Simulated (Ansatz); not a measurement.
# Ba2CrN2 (I4/mmm) in Ansatz: convergence with smearing width

Aim: find how far smearing width must go before the results for Ba2CrN2 settle, at r2SCAN. This setting moves, with any that are tied to it; all else stays.

Program: Ansatz 0.2.0. These are calculated values, not measurements. Logs are shortened: lines on timing, memory, paths and dates and some standing lists are left out, and cuts for length are marked.

## Step 1: The crystal as given

Symmetry: I4/mmm, No. 139, tetragonal system. The conventional cell has a = 4.166 Å, b = 4.166 Å, c = 13.366 Å, α = 90.00°, β = 90.00°, γ = 90.00°. Ba (site symmetry 4mm) has 5 N at 2.95 Å as nearest neighbours. Around Cr (site symmetry 4/mmm) lie 2 N at 1.78 Å. Around N (site symmetry 4mm) lie 1 Cr at 1.78 Å.

The cell comes from a database or a generator and needn't be the stable form of this composition.

## Step 2: With smearing width 0.3 eV

input.yaml

```yaml
crystal:
  lattice:
    - [-2.08287225, 2.08287225, 6.682763]
    - [2.08287225, -2.08287225, 6.682763]
    - [2.08287225, 2.08287225, -6.682763]
  atoms:
    - { symbol: Ba, position: [0.8535895, 0.8535895, 0.0] }
    - { symbol: Ba, position: [0.1464105, 0.1464105, 0.0] }
    - { symbol: Cr, position: [0.5, 0.5, 0.0], spin: 3.0 }
    - { symbol: "N", position: [0.366857, 0.366857, 0.0] }
    - { symbol: "N", position: [0.633143, 0.633143, 0.0] }
hamiltonian:
  xc: r2scan
  pseudopotentials: { kind: paw }
magnetization:
  spin_polarized: true
kpoints:
  mp_grid: { grid: [8, 8, 8] }
scf:
  occupations: { method: gaussian, width: 0.3 }
output:
  forces: true
  stress: true
  eigenvalues: true
```

Potentials or basis: Ansatz PAW.

Command:

```
$ ansatz run input.yaml --threads 2 --pin off --max-ram 5632MiB --backend cpu --events-out ev --progress --plain --runs-dir out
```

Standard output:

```text
Warning: RAYON_NUM_THREADS=2 ignored (pool sized by the plan → 2); use --threads N
basis.fft_grid_basis auto: the FFT boxes are laid along the combinations [[1, 0, 1], [0, 1, 1], [0, 0, 1]] of the cell's own vectors, 4.166, 4.166 and 7.303 Å long. The dense box has 32×32×54 points. Along the cell's own vectors, as sized, it would have 54×54×54, 2.85 times as many. Of the 16 symmetry operations that the crystal satisfies within crystal.symmetry.tolerance (time reversal apart; of a slab, those that keep its plane) the dense box along the cell's own vectors carries 16, and the one as laid loses 12 of those. basis.fft_grid_basis: typed keeps the cell's own vectors: state it where this run's energies or levels are differenced outside the engine with another run's, or held beside a run that keeps those vectors.
Engine: ansatz 0.2.0, aarch64-unknown-linux-gnu
Pseudopotentials: kind: paw
Pseudopotential: Ba, paw, valence charge 10, recommended cutoff 500 eV (meta_gga), Ba.paw.azcp
Pseudopotential: Cr, paw, valence charge 14, recommended cutoff 500 eV (meta_gga), Cr.paw.azcp
Pseudopotential: N, paw, valence charge 5, recommended cutoff 500 eV (meta_gga), N.paw.azcp
Functional definition: r2SCAN
  parameter k0 = 0.174
  parameter k1 = 0.065
  parameter a1 = 4.9479
  exchange = r2scan_x(k0 = k0, k1 = k1, a1 = a1)
  correlation = r2scan_c
Crystal: 5 atoms, lattice volume = 115.969 Å³
Basis set: ecut = 500 eV, 2953 PW (Γ), FFT grids on a1+a3, a2+a3, a3, exchange–correlation on 128×128×216 points (64 copies of the dense FFT grid, shifted against one another)
Bands: 29, of which v1, the nominal top of the filled ones, is band 22 counted from 1 (21 counted from 0)
Symmetry: 16 space group operations
Space group: I4/mmm (ITA 139), of the structure as read, at distance tolerance 4.9e-5 Å
Magnetic group: BNS 139.531 (UNI 1191), of the structure as read, at distance tolerance 4.9e-5 Å
k-points: 59 of 512
Non-local potential: Ba, projectors of the file, l = 0: 3, l = 1: 2, l = 2: 2, l = 3: 2
Non-local potential: Cr, projectors of the file, l = 0: 3, l = 1: 2, l = 2: 3, l = 3: 1
Non-local potential: N, projectors of the file, l = 0: 2, l = 1: 2, l = 2: 1
PAW form: soft (Blöchl's): semilocal exchange-correlation on the pseudo side does not see the compensation charge
PAW frozen core: Ba, regenerated for the run's functional (the file was generated under x = pbe(κ = 0.804, μ = 0.2195149727645171), c = pbe(β = 0.06672455060314922))
PAW frozen core: Cr, regenerated for the run's functional (the file was generated under x = pbe(κ = 0.804, μ = 0.2195149727645171), c = pbe(β = 0.06672455060314922))
PAW frozen core: N, regenerated for the run's functional (the file was generated under x = pbe(κ = 0.804, μ = 0.2195149727645171), c = pbe(β = 0.06672455060314922))
PAW one-centre angular grid: Ba, 302 points (default); XC on 160 Gauss nodes
PAW one-centre angular grid: Cr, 590 points (default); XC on 160 Gauss nodes
PAW one-centre angular grid: N, 302 points (default); XC on 160 Gauss nodes
Initial density: superposition of atomic densities (chi_scale 0.1, normalization cell, long waves kept (reshape's long-wave potential 0.04 eV rms))
Starting moments: Σ|m| = 3 μB on 1 of 5 sites
[... 22 lines left out ...]
SCF iter  17: F=—  HF=-16084.343816 eV  |F-HF|=—  |Δ(HF+E_count)|=   1.40e-9  Δρ=4.75e-6 (↑4.75e-6 ↓1.68e-6)  dr2=3.16e-8  dr2_τ=4.28e-10  dr2_m=5.75e-9  M=2.019 μB ∫|m|=3.106 μB  β_m=1.00  ethr=3.13e-10  ⟨swp⟩=2.5  Hψ=6139  notcnv=0  defer=87  κ⁻¹=1.4e-5(r=8)
SCF iter  18: F=-16084.343816 eV  HF=-16084.343816 eV  |F-HF|=6.30e-9  |Δ(HF+E_count)|=   6.40e-8  Δρ=2.42e-6 (↑2.42e-6 ↓1.77e-6)  dr2=2.19e-8  dr2_τ=1.65e-10  dr2_m=3.03e-10  M=2.019 μB ∫|m|=3.106 μB  ethr=7.17e-11  ⟨swp⟩=7.4  Hψ=16686  notcnv=0
SCF 1 converged in 18 iterations: F = -16084.343816 eV  dr2 = 2.19e-8
the search or the solves at the SCF's close seem to have found levels that the self-consistency loop had missed (the run counts 1). By its estimate they hold under 1e-12 electrons; where the run keeps them, the occupations were computed again with them
this state was not tested for a lower state beside it, because the mixer in use, unlike msr1, does not test its closes by its own steps (another_mixer; see scf.mixing.algorithm and scf.lower_state_search)
SCF converged after 18 iterations
Magnetization: 2.0195 μB (23.0097 up, 20.9903 down)
Absolute magnetization: 3.1063 μB (∫|ρ↑−ρ↓|, with the PAW one-centre terms)
Spin contamination: 0.1801 ħ² per cell (⟨S²⟩ above its minimum at these occupations)
Per-site moments (μB) at R_I (Å): [(-0.011880731453732932, 1.2153831637855879), (-0.011880731453733062, 1.2153831637855874), (1.73637783567718, 0.734054569139925), (-0.1579512021027853, 0.734054569139925), (-0.15795120210278518, 0.734054569139925)]
Free energy (F): -16084.343816 eV
Harris-Foulkes:  -16084.343816 eV  (|F-HF|=6.30e-9)
Internal energy: -16084.319263 eV  (E = F + TS)
E sigma→0 (E₀):  -16084.331540 eV
Entropy (-TS):   -0.024553 eV (-4.911 meV/atom)
Fermi energy:    9.403492 eV
--- Per-component energies (eV) ---
  E_band       = -378.824727
  E_kinetic    = 933.477128
  E_local      = -3267.299798  (includes V_loc(G=0)·N_el)
  E_nonlocal   = 282.852415
  E_hartree    = 1326.391061
  E_xc         = -569.159334
  E_vxc        = -662.329126  (∫ρ·V_xc dr)
  E_paw        = -11962.865391  (= ΣΔE_a)
  E_vpaw       = -355.725986  (= ΣTr[D̂ρ^β])
  E_aug_tail   = 0.000257  (compensation charges beyond the density's cutoff)
  E_vtau       = 37.409892  (kinetic-family band-sum trace: ∫τ·v_τ [+ j·A + Jᵃ·Aᵃ] dr)
  E_ewald      = -2827.524977
  E_core_change = -0.190625  (= ΣΔE_core)
  E_smearing   = -0.024553  (= −TS)
  E_closure    = 0.000000  (closes the sum)
  Σ components = -16084.343816   (vs F -16084.343816, Δ=0.00e0)
--- Forces (eV/Å), atoms counted from 1 ---
  atom   1  Ba    -0.00000000    -0.00000000    -0.13187138
  atom   2  Ba     0.00000000    -0.00000000     0.13187138
  atom   3  Cr     0.00000000     0.00000000     0.00000000
  atom   4  N      0.00000000    -0.00000000     0.18714612
  atom   5  N      0.00000000    -0.00000000    -0.18714612
  max |Σ_I F_I| component: 1.11e-16 eV/Å
--- Stress (GPa, compression-positive) ---
       -1.330855       0.000000       0.000000
        0.000000      -1.330855       0.000000
       -0.000000      -0.000000      -1.839902
  P = ⅓ Tr σ = -1.5005 GPa (-15.005 kbar)
--- Band table (eV; the first three rows and the last of 118) ---
  k-point 0 ↑: bands = ["-66.6373", "-36.9523", "-36.9523", "-36.4721", "-19.3910", "-19.2463", "-5.0748", "-4.6303", "-4.5581", "-4.0719", "-4.0719", "-3.8746", "-3.8746", "-3.3142", "5.0150", "6.2523", "6.2523", "7.1353", "7.2246", "7.5584", "7.6317", "7.7634", "7.7634", "10.3259", "10.6809", "10.6809", "11.7528", "11.8009", "12.9258"]
  k-point 1 ↑: bands = ["-66.6373", "-36.9525", "-36.9525", "-36.4720", "-19.3713", "-19.2425", "-5.3280", "-4.9213", "-4.6339", "-4.1512", "-3.9353", "-3.8379", "-3.5670", "-3.1143", "5.0488", "5.9349", "6.2213", "6.9798", "7.1290", "7.5044", "7.5255", "7.6105", "7.7835", "10.2252", "10.4242", "11.2955", "11.4873", "12.1986", "13.1328"]
  k-point 2 ↑: bands = ["-66.6373", "-36.9530", "-36.9530", "-36.4720", "-19.3243", "-19.2342", "-5.5913", "-5.1384", "-4.5020", "-4.3359", "-4.0784", "-3.8201", "-3.4756", "-2.9081", "5.1165", "5.5891", "6.1957", "6.6460", "7.1817", "7.3839", "7.6245", "7.7105", "7.8349", "10.1275", "10.3355", "11.4741", "12.0059", "12.3950", "12.6536"]
  k-point 58 ↓: bands = ["-63.6673", "-34.6841", "-33.3664", "-33.3664", "-19.3653", "-19.2969", "-5.4729", "-4.7769", "-4.1280", "-4.1280", "-3.9996", "-3.9908", "-3.8464", "-3.8464", "5.3515", "6.5492", "6.5492", "7.6003", "7.6003", "7.6076", "7.9394", "9.1012", "11.1379", "11.4140", "11.8430", "11.9964", "11.9964", "12.1642", "12.1642"]
```

Run time: 56 s. Hardware: 2 threads of Arm Neoverse V2, shared host; peak memory 0.86 GiB.

What came out:

```yaml
Free_energy: -16084.3438 eV
Pressure: -1.5 GPa
Largest_force: 0.187 eV/Å
Band_gap_on_the_k_mesh: none (metal or under the smearing width)
Net_moment: 2.02 μB per cell
Absolute_moment: 3.11 μB per cell
Site_moments: Ba -0.01; Cr +1.74; N -0.16 μB
```

## Step 3: With smearing width 0.2 eV

Edit input.yaml of step 2 so:

```diff
@@ -19,3 +19,3 @@
 scf:
-  occupations: { method: gaussian, width: 0.3 }
+  occupations: { method: gaussian, width: 0.2 }
 output:
```

Potentials or basis: Ansatz PAW.

Command:

```
$ ansatz run input.yaml --threads 2 --pin off --max-ram 5632MiB --backend cpu --events-out ev --progress --plain --runs-dir out
```

Run time: 53 s. Hardware: 2 threads of Arm Neoverse V2, shared host; peak memory 0.86 GiB.

Results:

```
Free energy            : -16084.3371 eV
Pressure               : -1.5 GPa
Largest force          : 0.192 eV/Å
Band gap on the k mesh : none (metal or under the smearing width)
Net moment             : 2.01 μB per cell
Absolute moment        : 3.11 μB per cell
Site moments           : Ba -0.01; Cr +1.74; N -0.16 μB
```

## Step 4: With smearing width 0.15 eV

Edit input.yaml of step 3 so:

```diff
@@ -19,3 +19,3 @@
 scf:
-  occupations: { method: gaussian, width: 0.2 }
+  occupations: { method: gaussian, width: 0.15 }
 output:
```

Command:

```
$ ansatz run input.yaml --threads 2 --pin off --max-ram 5632MiB --backend cpu --events-out ev --progress --plain --runs-dir out
```

Wall time 50 s (2 threads of Arm Neoverse V2, shared host); peak memory 0.86 GiB.

Results:

- Free energy: -16084.3348 eV
- Pressure: -1.5 GPa
- Largest force: 0.193 eV/Å
- Band gap on the k mesh: none (metal or under the smearing width)
- Net moment: 2.01 μB per cell
- Absolute moment: 3.11 μB per cell
- Site moments: Ba -0.01; Cr +1.74; N -0.16 μB

## Step 5: With smearing width 0.1 eV

Edit input.yaml of step 4 so:

```diff
@@ -19,3 +19,3 @@
 scf:
-  occupations: { method: gaussian, width: 0.15 }
+  occupations: { method: gaussian, width: 0.1 }
 output:
```

Command:

```
$ ansatz run input.yaml --threads 2 --pin off --max-ram 5632MiB --backend cpu --events-out ev --progress --plain --runs-dir out
```

Wall time 51 s (2 threads of Arm Neoverse V2, shared host); peak memory 0.87 GiB.

What came out:

| Quantity | Value |
| --- | --- |
| Free energy | -16084.3330 eV |
| Pressure | -1.5 GPa |
| Largest force | 0.193 eV/Å |
| Band gap on the k mesh | none (metal or under the smearing width) |
| Net moment | 2.01 μB per cell |
| Absolute moment | 3.11 μB per cell |
| Site moments | Ba -0.01; Cr +1.74; N -0.16 μB |

## Step 6: With smearing width 0.05 eV

Edit input.yaml of step 5 so:

```diff
@@ -19,3 +19,3 @@
 scf:
-  occupations: { method: gaussian, width: 0.1 }
+  occupations: { method: gaussian, width: 0.05 }
 output:
```

Potentials or basis: Ansatz PAW.

Command:

```
$ ansatz run input.yaml --threads 2 --pin off --max-ram 5632MiB --backend cpu --events-out ev --progress --plain --runs-dir out
```

Wall time 51 s (2 threads of Arm Neoverse V2, shared host); peak memory 0.86 GiB.

The run converged. Its results:

* Free energy: -16084.3320 eV
* Pressure: -1.5 GPa
* Largest force: 0.194 eV/Å
* Band gap on the k mesh: none (metal or under the smearing width)
* Net moment: 2.00 μB per cell
* Absolute moment: 3.11 μB per cell
* Site moments: Ba -0.01; Cr +1.74; N -0.16 μB

## Step 7: With smearing width 0.025 eV

Edit input.yaml of step 6 so:

```diff
@@ -19,3 +19,3 @@
 scf:
-  occupations: { method: gaussian, width: 0.05 }
+  occupations: { method: gaussian, width: 0.025 }
 output:
```

Command:

```
$ ansatz run input.yaml --threads 2 --pin off --max-ram 5632MiB --backend cpu --events-out ev --progress --plain --runs-dir out
```

It took 48 s on 2 threads of Arm Neoverse V2, shared host; peak memory 0.88 GiB.

It converged, with:

| Item | Value |
| --- | --- |
| Free energy | -16084.3318 eV |
| Pressure | -1.5 GPa |
| Largest force | 0.194 eV/Å |
| Band gap on the k mesh | none (metal or under the smearing width) |
| Net moment | 2.00 μB per cell |
| Absolute moment | 3.12 μB per cell |
| Site moments | Ba -0.01; Cr +1.74; N -0.16 μB |

## Step 8: With smearing width 0.01 eV

Edit input.yaml of step 7 so:

```diff
@@ -19,3 +19,3 @@
 scf:
-  occupations: { method: gaussian, width: 0.025 }
+  occupations: { method: gaussian, width: 0.01 }
 output:
```

Command:

```
$ ansatz run input.yaml --threads 2 --pin off --max-ram 5632MiB --backend cpu --events-out ev --progress --plain --runs-dir out
```

Run time: 52 s. Hardware: 2 threads of Arm Neoverse V2, shared host; peak memory 0.87 GiB.

Results (log left out):

* Free energy: -16084.3317 eV
* Pressure: -1.5 GPa
* Largest force: 0.194 eV/Å
* Band gap on the k mesh: none (metal or under the smearing width)
* Net moment: 2.00 μB per cell
* Absolute moment: 3.12 μB per cell
* Site moments: Ba -0.01; Cr +1.74; N -0.16 μB

## Step 9: With smearing width 0.005 eV

Edit input.yaml of step 8 so:

```diff
@@ -19,3 +19,3 @@
 scf:
-  occupations: { method: gaussian, width: 0.01 }
+  occupations: { method: gaussian, width: 0.005 }
 output:
```

Potentials or basis: Ansatz PAW.

Command:

```
$ ansatz run input.yaml --threads 2 --pin off --max-ram 5632MiB --backend cpu --events-out ev --progress --plain --runs-dir out
```

It took 48 s on 2 threads of Arm Neoverse V2, shared host; peak memory 0.88 GiB.

It converged, with:

* Free energy: -16084.3317 eV
* Pressure: -1.5 GPa
* Largest force: 0.194 eV/Å
* Band gap on the k mesh: none (metal or under the smearing width)
* Net moment: 2.00 μB per cell
* Absolute moment: 3.12 μB per cell
* Site moments: Ba -0.01; Cr +1.74; N -0.16 μB

## Step 10: Result

| smearing width | energy less the tightest run, at zero smearing (meV/atom) | largest force (eV/Å) | absolute moment (μB) | SCF cycles | CPU time (s) | peak memory (GiB) |
| --- | --- | --- | --- | --- | --- | --- |
| 0.3 eV | 0.03 | 0.187 | 3.11 | 18 | 110 | 0.86 |
| 0.2 eV | -0.01 | 0.192 | 3.11 | 18 | 99 | 0.86 |
| 0.15 eV | 0.01 | 0.193 | 3.11 | 18 | 96 | 0.86 |
| 0.1 eV | 0.01 | 0.193 | 3.11 | 18 | 97 | 0.87 |
| 0.05 eV | -0.01 | 0.194 | 3.11 | 18 | 97 | 0.86 |
| 0.025 eV | -0.01 | 0.194 | 3.12 | 16 | 92 | 0.88 |
| 0.01 eV | 0.00 | 0.194 | 3.12 | 17 | 100 | 0.87 |
| 0.005 eV | 0.00 | 0.194 | 3.12 | 15 | 91 | 0.88 |

Against the tightest run, the energy stays within 1 meV/atom from 0.3 eV on; the largest force stays within 0.005 eV/Å from 0.2 eV on; the absolute moment stays within 0.02 μB from 0.3 eV on. Narrower smearing needs a denser k mesh, so at a fixed mesh the narrowest width isn't the most accurate. The tightest run that finished is the yardstick and may itself not be fully converged.

Caveats: the magnetic or orbital state may not be the lowest; a cell with one magnetic atom can't hold antiferromagnetic order, which such compounds often take; the PAW data sets come from PBE, with cores solved anew for the run's functional, which leaves a small shift of forces and pressure.
